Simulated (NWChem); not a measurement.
# C2H6SiTe (SMILES C=C[Te][SiH3]): levels of theory compared

Aim: a comparison of 3 runs (HF/def2-SVP, PBE0/def2-SVP, MP2/def2-SVP) of C2H6SiTe. 

The calculation is run with NWChem 7.3.0.

## Step 1: The molecule

C2H6SiTe has 10 atoms, charge 0, and is taken as a singlet. As SMILES, `C=C[Te][SiH3]`. Geometry: relaxed at PBE0-D4/def2-TZVP. This is one conformer, not always the lowest.

Bond lengths: C1–C2 1.324 Å, C2–Te3 2.104 Å, Te3–Si4 2.490 Å, C1–H5 1.086 Å, C1–H6 1.084 Å, C2–H7 1.085 Å, Si4–H8 1.485 Å, Si4–H9 1.486 Å, Si4–H10 1.485 Å. Some angles: C1–C2–Te3 123.2°, C2–Te3–Si4 93.6°, C1–C2–H7 121.4°, Te3–C2–H7 115.2°, C2–C1–H5 120.5°, C2–C1–H6 122.5°, Te3–Si4–H8 112.2°, Te3–Si4–H9 109.3°, Te3–Si4–H10 106.7°, H5–C1–H6 117.0°.

## Step 2: Energy and forces at HF/def2-SVP (core potential) (run 1)

struct.nw

```
start struct
title "C2H6SiTe"
memory total 2200 mb

geometry units angstrom noautosym nocenter noautoz
  C       -0.768000       1.664100      -1.454100
  C        0.107200       0.939400      -0.774500
  Te       0.166800       0.875600       1.328100
  Si       0.438200      -1.598600       1.401000
  H       -0.715000       1.720500      -2.537500
  H       -1.560600       2.224500      -0.970600
  H        0.892000       0.383200      -1.276900
  H       -0.807300      -2.310700       1.017400
  H        1.527000      -2.001400       0.472900
  H        0.802900      -1.947800       2.797100
end

basis "ao basis" spherical bse
  * library def2-SVP
end

ecp bse
  Te library def2-SVP
end

scf
  thresh 1e-08
  maxiter 80
  print medium
end

task scf gradient
```

Run with:

```
$ nwchem struct.nw > struct.out
```

Log:

```text
[...]
  functions       =   102
[...]
  wavefunction    = RHF
[...]
         Total SCF energy =   -634.980261295400
      One-electron energy =  -1438.415094337684
      Two-electron energy =    569.917998759268
 Nuclear repulsion energy =    233.516834283017
        Time for solution =     43.1s
[...]
                         RHF ENERGY GRADIENTS
    atom               coordinates                        gradient
                 x          y          z           x          y          z
   1 C      -1.451310   3.144693  -2.747851   -0.002860   0.002767   0.000259
   2 C       0.202579   1.775209  -1.463593    0.002460  -0.003845   0.007784
   3 Te      0.315206   1.654644   2.509745   -0.000202  -0.004092  -0.007461
   4 Si      0.828078  -3.020916   2.647506   -0.000835   0.008421  -0.001915
   5 H      -1.351154   3.251274  -4.795180    0.000588   0.000053  -0.000957
   6 H      -2.949106   4.203695  -1.834168   -0.000717   0.000262   0.000852
   7 H       1.685636   0.724143  -2.412991    0.001217  -0.001559   0.001365
   8 H      -1.525576  -4.366590   1.922607   -0.001935  -0.001245  -0.000451
   9 H       2.885612  -3.782098   0.893651    0.001711  -0.000698  -0.001377
  10 H       1.517261  -3.680808   5.285753    0.000573  -0.000065   0.001901
[...]
```

Run time: 55 s. Hardware: 1 thread of Intel Xeon Platinum 8375C at 2.90GHz (Ice Lake), shared host; peak memory 0.1 GiB.

## Step 3: Energy and gradient at PBE0/def2-SVP (core potential) (run 2)

job.nw

```
start job
title "C2H6SiTe"
memory total 2200 mb
charge 0

geometry units angstrom noautosym nocenter noautoz
   C    -0.768000    1.664100   -1.454100
   C     0.107200    0.939400   -0.774500
   Te    0.166800    0.875600    1.328100
   Si    0.438200   -1.598600    1.401000
   H    -0.715000    1.720500   -2.537500
   H    -1.560600    2.224500   -0.970600
   H     0.892000    0.383200   -1.276900
   H    -0.807300   -2.310700    1.017400
   H     1.527000   -2.001400    0.472900
   H     0.802900   -1.947800    2.797100
end

basis "ao basis" spherical bse
   * library def2-SVP
end

ecp bse
   Te library def2-SVP
end

dft
   xc pbe0
   grid fine
   convergence energy 1e-08
   iterations 100
   mulliken
   print medium
end

task dft gradient
```

Run with:

```
$ nwchem job.nw > job.out
```

Log:

```text
[...]
          Wavefunction type:  closed shell.
          No. of atoms     :    10
          No. of electrons :    56
[...]
          Charge           :     0
          Spin multiplicity:     1
[...]
          AO basis - number of functions:   102
[...]
              XC Information
              --------------
                         PBE0 Method XC Functional
                     Hartree-Fock (Exact) Exchange  0.250
          PerdewBurkeErnzerhof Exchange Functional  0.750
            Perdew 1991 LDA Correlation Functional  1.000 local
           PerdewBurkeErnz. Correlation Functional  1.000 non-local
[...]
 d= 0,ls=0.0,diis     1   -636.9019984152 -8.70D+02  7.53D-03  2.55D-01     6.5
[...]
 d= 0,ls=0.0,diis    10   -636.9411387976 -7.58D-10  2.04D-07  3.47D-10    48.6
         Total DFT energy =     -636.941138797634
      One electron energy =    -1439.242229802836
           Coulomb energy =      623.300338615514
    Exchange-Corr. energy =      -54.516081893329
 Nuclear repulsion energy =      233.516834283017
[...]
      Total Density - Mulliken Population Analysis
     ---------------------------------------------
    Atom       Charge   Shell Charges
 -----------   ------   -------------------------------------------------------
    1 C    6     6.04   1.99  0.90  0.24  2.05  0.84  0.03
    2 C    6     6.25   1.99  0.92  0.30  2.00  1.01  0.03
    3 Te  24    24.02   0.27  1.77  1.30  0.56  3.15  2.88  2.22  1.77  9.81  0.29
    4 Si  14    13.76   2.00  1.98  1.07  0.22  5.93  1.31  1.10  0.16
    5 H    1     0.94   0.74  0.17  0.02
    6 H    1     0.94   0.74  0.17  0.02
    7 H    1     0.92   0.74  0.16  0.02
    8 H    1     1.04   0.73  0.30  0.01
    9 H    1     1.05   0.73  0.31  0.01
   10 H    1     1.04   0.73  0.31  0.01
[...]
  wavefunction    = closed shell
                         DFT ENERGY GRADIENTS
    atom               coordinates                        gradient
                 x          y          z           x          y          z
   1 C      -1.451310   3.144693  -2.747851    0.002609  -0.002202   0.002382
   2 C       0.202579   1.775209  -1.463593   -0.001685   0.002082  -0.003637
   3 Te      0.315206   1.654644   2.509745   -0.000188  -0.002415  -0.005881
   4 Si      0.828078  -3.020916   2.647506    0.000189  -0.000453   0.000230
   5 H      -1.351154   3.251274  -4.795180   -0.000458  -0.000328   0.006594
   6 H      -2.949106   4.203695  -1.834168    0.005184  -0.003640  -0.002865
   7 H       1.685636   0.724143  -2.412991   -0.005155   0.003594   0.003539
   8 H      -1.525576  -4.366590   1.922607    0.002453   0.001615   0.000682
   9 H       2.885612  -3.782098   0.893651   -0.002239   0.001002   0.001742
  10 H       1.517261  -3.680808   5.285753   -0.000711   0.000744  -0.002785
[...]
```

It took 62 s on 1 thread of Intel Xeon Platinum 8375C at 2.90GHz (Ice Lake), shared host; peak memory 0.13 GiB.

## Step 4: Energy and forces at MP2/def2-SVP (core potential) (run 3)

input.xyz

```xyz
10

C     -0.768000     1.664100    -1.454100
C      0.107200     0.939400    -0.774500
Te     0.166800     0.875600     1.328100
Si     0.438200    -1.598600     1.401000
H     -0.715000     1.720500    -2.537500
H     -1.560600     2.224500    -0.970600
H      0.892000     0.383200    -1.276900
H     -0.807300    -2.310700     1.017400
H      1.527000    -2.001400     0.472900
H      0.802900    -1.947800     2.797100
```

input.nw

```
START input
memory stack 880 mb heap 220 mb global 1100 mb

GEOMETRY noautosym nocenter noautoz
 load format xyz input.xyz
END

BASIS spherical bse
 C library def2-SVP
 Te library def2-SVP
 Si library def2-SVP
 H library def2-SVP
END

ECP bse
 Te library def2-SVP
END

SCF
 thresh 1e-08
 maxiter 80
 print medium
END

MP2
 freeze core 11
 tight
END

TASK mp2 gradient
```

Run with:

```
$ nwchem input.nw > input.out
```

Log:

```text
[...]
  functions       =   102
[...]
  wavefunction    = RHF
[...]
         Total SCF energy =   -634.980261297686
      One-electron energy =  -1438.415094340766
      Two-electron energy =    569.917998760063
 Nuclear repulsion energy =    233.516834283017
        Time for solution =     40.2s
[...]
          Total MP2 energy          -635.469741149285
[...]
                         mp2 ENERGY GRADIENTS
    atom               coordinates                        gradient
                 x          y          z           x          y          z
   1 C      -1.451310   3.144693  -2.747851    0.011117  -0.009287   0.009410
   2 C       0.202579   1.775209  -1.463593   -0.010060   0.009572  -0.007817
   3 Te      0.315206   1.654644   2.509745    0.000057  -0.004083  -0.009108
   4 Si      0.828078  -3.020916   2.647506   -0.000437   0.004877   0.000139
   5 H      -1.351154   3.251274  -4.795180   -0.000473  -0.000057   0.005704
   6 H      -2.949106   4.203695  -1.834168    0.004402  -0.003043  -0.002743
   7 H       1.685636   0.724143  -2.412991   -0.004807   0.003044   0.004274
   8 H      -1.525576  -4.366590   1.922607   -0.001385  -0.000537  -0.000328
   9 H       2.885612  -3.782098   0.893651    0.001149  -0.000239  -0.000864
  10 H       1.517261  -3.680808   5.285753    0.000435  -0.000248   0.001332
[...]
```

Wall time 1.9 min (1 thread of Intel Xeon Platinum 8375C at 2.90GHz (Ice Lake), shared host); peak memory 0.43 GiB.

## Step 5: Overview of the runs

```
run                           level  iteration cap  module  energy (Eh)  dipole moment (D)  HOMO energy (eV)  LUMO energy (eV)  wall time
  1    HF/def2-SVP (core potential)             80     scf  -634.980261               1.01             -8.25              2.80       55 s
  2  PBE0/def2-SVP (core potential)            100     dft  -636.941139               0.81             -6.12             -0.55       62 s
  3   MP2/def2-SVP (core potential)             80     mp2  -635.469741               0.90             -8.25              2.80    1.9 min
```

## Step 6: Outcome

```
                                                      quantity          value
                                           run 3: total energy  -635.46974 Eh
run 3: dipole moment (of the density that the program reports)         0.90 D
                    run 3: HOMO energy (Hartree–Fock orbitals)       -8.25 eV
                    run 3: LUMO energy (Hartree–Fock orbitals)        2.80 eV
                  run 3: HOMO–LUMO gap (Hartree–Fock orbitals)       11.05 eV
           run 3: correlation energy (11 core orbitals frozen)     -489.5 mEh
                               run 3: largest force on an atom     0.888 eV/Å
```

In words: The dipole moment (its size) runs from 0.81 D (PBE0/def2-SVP) to 1.01 D (HF/def2-SVP). All runs together took 3.9 min, the longest 1.9 min.
